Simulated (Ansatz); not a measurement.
# Lu3AlAs4: the cost of one run

Computed with Ansatz 0.2.0 (DFT PBE, scalar-relativistic, plane waves, PAW, unless a step names another level, unless a step's input says otherwise).

9 further runs of the same task are left out: 7 that didn't finish, 2 set aside as unsound or not needed.

**1. The structure to begin with**

Symmetry: P4/mmm, No. 123, tetragonal system. The conventional cell has a = 3.976 Å, b = 3.976 Å, c = 11.297 Å, α = 90.00°, β = 90.00°, γ = 90.00°. Around Lu (site symmetry 4mm) lie 6 As at 2.81 to 2.84 Å. Lu (site symmetry 4/mmm) has 6 As at 2.81 to 2.91 Å as nearest neighbours. Al (site symmetry 4/mmm) has 6 As at 2.74 to 2.81 Å as nearest neighbours. As (site symmetry 4mm) has 1 Al at 2.74 Å and 5 Lu at 2.81 to 2.91 Å as nearest neighbours. As (site symmetry 4/mmm) has 2 Lu at 2.81 Å and 4 Al at 2.81 Å as nearest neighbours. Around As (site symmetry 4/mmm) lie 6 Lu at 2.81 to 2.84 Å.

Coordinates:

```xyz
8
Lattice="3.9764 0.0000 0.0000 0.0000 3.9764 0.0000 0.0000 0.0000 11.2973" Properties=species:S:1:pos:R:3 pbc="T T T"
Lu    1.9882    1.9882    8.4902
Lu    0.0000    0.0000    5.6486
Lu    1.9882    1.9882    2.8071
Al    0.0000    0.0000    0.0000
As    0.0000    0.0000    2.7375
As    1.9882    1.9882    0.0000
As    0.0000    0.0000    8.5597
As    1.9882    1.9882    5.6486
```

It came out lowest among 24 distinct ends of the trial cells. At a tolerance of 0.05 Å it has space group P4/mmm (No. 123).

**2. A stricter relaxation, on the response runs' mesh and smearing**

Input file input.yaml:

```yaml
crystal:
  lattice:
    - [3.9764065572, 0.0, 0.0]
    - [0.0, 3.9764065572, 0.0]
    - [0.0, 0.0, 11.2972777431]
  atoms:
    - { symbol: Lu, position: [0.5, 0.5, 0.7515279329] }
    - { symbol: Lu, position: [0.0, 0.0, 0.5] }
    - { symbol: Lu, position: [0.5, 0.5, 0.2484720671] }
    - { symbol: Al, position: [0.0, 0.0, 0.0] }
    - { symbol: As, position: [0.0, 0.0, 0.2423192132] }
    - { symbol: As, position: [0.5, 0.5, 0.0] }
    - { symbol: As, position: [0.0, 0.0, 0.7576807868] }
    - { symbol: As, position: [0.5, 0.5, 0.5] }
basis:
  ecutwfc: 420
kpoints:
  mp_grid: { grid: [8, 8, 4] }
hamiltonian:
  xc: pbe
scf:
  occupations: { method: gaussian, width: 0.1 }
output:
  forces: true
  stress: true
  eigenvalues: true
  write_density: true
  write_potential: true
  elf: true
  volumetric_format: npy
relax:
  adjacent_minimum: "off"
  f_tol: 0.001
  max_steps: 60
  cell: { stress_tol: 0.01 }
```

On the command line:

```console
ansatz run input.yaml --threads 3 --pin off --max-ram 7680MiB --backend cpu --events-out ev --progress --plain --runs-dir out
```

**Question.** How long does this run take on 3 threads of Arm Neoverse V1, shared host, and how much memory does it need?

About 2 min, with a peak of 0.88 GiB.
